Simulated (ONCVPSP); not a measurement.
# Mg: generating and testing an ONCV potential

Aim: build the potential from the settings below, then test how well it stands in for the atom: other configurations, scattering, ghost states and the plane-wave cutoff that it needs.

Program: ONCVPSP 4.0.1.1 (patched build). Reference atom: PBEsol, scalar-relativistic, spherical and spin-unpolarised. All values are calculated.

## 1. Starting point

Typed settings, in words:

```json
{"element": "magnesium (Mg, Z = 12)", "type": "optimised norm-conserving Vanderbilt (ONCV)", "frozen core": "[He]", "valence charge": "10", "reference configuration": "2s2 2p6 3s2", "partial waves": "2s+3s: rc 1.30 bohr, ncon 4, nbas 8, qcut 10 1/bohr, 2 projectors; 2p: rc 1.05 bohr, ncon 3, nbas 6, qcut 16.2 1/bohr, 2 projectors, debl 3.5 Ha; d scattering state at 0.31 Ha: rc 1.40 bohr, ncon 5, nbas 8, qcut 5.9 1/bohr, 1 projector", "local potential": "polynomial inside 0.95 bohr (lpopt 5, dvloc0 0 Ha)", "core correction": "Teter function fitted to the true core (icmod 2), fcfact 0.55"}
```

An earlier all-electron run gives the scale for the radii.

All-electron outer shells of the reference configuration (PBEsol, scalar-relativistic, ld1.x):

| shell | level (eV) | outermost node (bohr) | outermost maximum (bohr) |
| --- | --- | --- | --- |
| 1s | -1256.64 | – | 0.09 |
| 2s | -79.59 | 0.18 | 0.55 |
| 2p | -46.55 | – | 0.48 |
| 3s | -4.68 | 0.90 | 2.56 |
| 3p | -1.30 | 0.96 | 3.50 |

## 2. The generation run

Contents of Mg.dat:

```
# ATOM AND REFERENCE CONFIGURATION
# atsym  z   nc   nv     iexc    psfile
  Mg 12.00    1    3  -116133      upf
#
#   n    l    f
    1    0    2.00
    2    0    2.00
    2    1    6.00
    3    0    2.00
#
# PSEUDOPOTENTIAL AND OPTIMIZATION
# lmax
    2
#
#   l,   rc,      ep,       ncon, nbas, qcut
    0    1.30    0.00    4    8   10.00
    1    1.05    0.00    3    6   16.20
    2    1.40    0.31    5    8    5.90
#
# LOCAL POTENTIAL
# lloc, lpopt,  rc(5),   dvloc0
    4    5    0.95    0.00
#
# VANDERBILT-KLEINMAN-BYLANDER PROJECTORs
# l, nproj, debl
    0    2    1.90
    1    2    3.50
    2    1    3.90
#
# MODEL CORE CHARGE
# icmod, fcfact, rcfact
    2    0.55    1.15
#
# LOG DERIVATIVE ANALYSIS
# epsh1, epsh2, depsh
   -4.00    5.00    0.02
#
# OUTPUT GRID
# rlmax, drl
    6.00    0.01
#
# TEST CONFIGURATIONS
# ncnf
    4
# nvcnf
#   n    l    f
    3
    2    0    2.00
    2    1    6.00
    3    0    1.00
#
    3
    2    0    2.00
    2    1    6.00
    3    0    0.00
#
    3
    2    0    2.00
    2    1    6.00
    3    0    1.50
#
    3
    2    0    2.00
    2    1    5.00
    3    0    2.00
#
```

Launch:

```console
$ oncvpsp.x < Mg.dat > Mg.out
```

What does the calculation give? Wanted: cutoffs for 1 and 0.1 mHa per electron, occupied waves; bound ghosts; GHOST(+) flags; largest test error; largest phase difference near zero energy, channels read; rms error of d²Exc/dn², without and with the model core.

The runs gave:

| quantity | value |
| --- | --- |
| cutoffs for 1 and 0.1 mHa per electron, occupied waves | 75 Ha and 86 Ha |
| bound ghosts | none found |
| GHOST(+) flags | none at low energy |
| largest test error (AE − PS) | +171 meV, for 2s2 2p5 3s2 |
| largest phase difference near zero energy, channels read | 0.000 rad |
| rms error of d²Exc/dn², without and with the model core | 1.91 and 1.68 mHa |

By total energies transferability is fair for so large an energy: the largest error is 171 meV on 58.5 eV, for 2s2 2p5 3s2. That test lies far up in energy; among those under 40 eV, nearer to bonding, the largest error is 1.6 meV. By its cutoff, 75 Ha for the looser tolerance, it is very hard. At the looser tolerance the 2p wave is the slowest; 2s needs 22 Ha. No bound ghost shows below the valence levels. Near zero energy the phases of the channels with partial waves agree within 0.001 rad. All of this concerns the isolated atom, not yet a solid.
